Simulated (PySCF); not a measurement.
# C2H6Se (Me2Se): the cost of one run

Programs: PySCF 2.14.0, with density-fitted response routines of our own. Each step states its level of theory. These are calculated values for one molecule, in the gas phase or a continuum, unless marked as measured. Atoms are numbered from 0 throughout.

### 1 The starting structure

9 atoms, charge 0, multiplicity 1; geometry from: GFN2-xTB. The atoms were then displaced at random by about 0.01 Å, so the start is not that level's minimum.

Bonds of the start (Å): C0–Se1 1.98, Se1–C2 1.96, C0–H3 1.06, C0–H4 1.08, C0–H5 1.10, C2–H6 1.10, C2–H7 1.06, C2–H8 1.11.

### 2 Optimising the geometry at PBE0-D3(BJ)/def2-TZVP

What the job is given:

```
{"job": {"xc": "PBE0", "basis": "def2-TZVP", "d3": "d3bj", "grid": 2, "shake": 0.01, "kind": "geom"}, "charge": 0, "multiplicity": 1}
C      1.393720     0.375040     0.350790
Se     0.082240     0.590430    -1.112080
C     -1.390080    -0.396100    -0.276720
H      1.605100    -0.653670     0.507230
H      2.283670     0.901490     0.039060
H      0.963140     0.861860     1.243900
H     -1.036610    -1.416350    -0.076480
H     -2.194420    -0.385620    -0.961780
H     -1.648950     0.105760     0.679580
```

Launch:

```sh
OMP_NUM_THREADS=1 python probes_run.py task.json out
```

The driver reads the jobs from task.json and runs them one after another.

**Question.** How long does this first job take on 1 thread of Intel Xeon at 2.30GHz, shared host, and how much memory does it need?

About 47 s, with a peak of 0.68 GiB.
